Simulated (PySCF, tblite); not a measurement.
# C7H10N2: geometry, infrared bands and NMR shifts

Wanted: the infrared bands and NMR shifts of C7H10N2 (`NCc1cccc(N)c1`), by calculation.

The runs use tblite 0.8.0 and PySCF 2.14.0, with density-fitted response routines of our own; the level of theory stands in each step. All values are computed, except where a source is named. Atoms count from 0, in the outputs and in this text.

**1. Starting geometry**

19 atoms, charge 0, multiplicity 1; geometry from: force field or distance geometry start.

Bonds of the start (Å): N0–C1 1.46, C1–C2 1.52, C2–C3 1.41, C3–C4 1.40, C4–C5 1.39, C5–C6 1.39, C6–N7 1.39, C6–C8 1.39, C8–C2 1.40, N0–H9 1.02, N0–H10 1.02, C1–H11 1.08, C1–H12 1.09, C3–H13 1.08, C4–H14 1.10, C5–H15 1.09, N7–H16 1.01, N7–H17 1.00, C8–H18 1.08.

**2. Relaxing the molecule with GFN2-xTB**

Job settings and geometry (Å):

```
{"job": {"kind": "relax", "xc": "GFN2-xTB", "basis": "xTB"}, "charge": 0, "multiplicity": 1}
N     -2.907500    -0.632100     0.093500
C     -1.989200    -0.394100    -1.013200
C     -0.642300     0.081400    -0.492000
C     -0.407600     1.460900    -0.336500
C      0.814700     1.888400     0.186000
C      1.797000     0.962300     0.519200
C      1.586300    -0.402300     0.348800
N      2.553500    -1.318300     0.740200
C      0.353900    -0.837500    -0.135900
H     -2.499500    -1.297100     0.745300
H     -3.012600     0.233500     0.624700
H     -2.414400     0.330700    -1.696800
H     -1.860400    -1.322900    -1.566100
H     -1.165700     2.183400    -0.588700
H      0.998000     2.961100     0.314800
H      2.742300     1.322500     0.937700
H      2.423100    -2.301700     0.536700
H      3.465000    -1.012800     1.013400
H      0.155700    -1.896100    -0.238600
```

Started as:

```console
$ OMP_NUM_THREADS=1 python probes_run.py task.json out
```

The driver reads the jobs from task.json and runs them one after another.

**Question.** This job is followed by: GFN2-xTB harmonic vibrations, gas phase; GIAO PBE0/pcSseg-1 NMR shielding, non-relativistic, gas phase. Predict these results of the whole session: strongest single infrared mode (GFN2-xTB); zero-point energy (GFN2-xTB); ¹³C shifts against TMS (PBE0/pcSseg-1); ¹H shifts against TMS (PBE0/pcSseg-1, means over atoms taken as alike); ¹⁵N shifts against NH3 (PBE0/pcSseg-1); surface potential, 1st and 99th percentile.

The runs gave:

```
                                                              quantity                                               value
                             strongest single infrared mode (GFN2-xTB)                                559 cm⁻¹, 246 km/mol
                                          zero-point energy (GFN2-xTB)                                       99.1 kcal/mol
                                ¹³C shifts against TMS (PBE0/pcSseg-1)  154.8, 153.1, 136.2, 120.2, 114.9, 114.8, 54.7 ppm
¹H shifts against TMS (PBE0/pcSseg-1, means over atoms taken as alike)        7.40, 6.68, 6.59, 6.53, 3.67, 3.41, 0.70 ppm
                                ¹⁵N shifts against NH3 (PBE0/pcSseg-1)                                      77.0, 62.0 ppm
                                 surface potential, 1st and 99th percentile                                  -1.88 V and 1.83 V
```

In words: Over 37 steps the energy fell by 0.091 eV; of the close pairs, C2–C3 changed most, 1.408 to 1.390 Å. No mode is imaginary among the 51: a minimum at this level. The strongest single mode, at 559 cm⁻¹, is spread over many atoms; the largest shares are those of H17, H16. Unscaled tight-binding wavenumbers are off by several per cent, some by more. Its intensities can rank the bands wrongly. NICS(1)zz of -24 ppm above the planar ring from C2 marks a diatropic (aromatic) ring current.
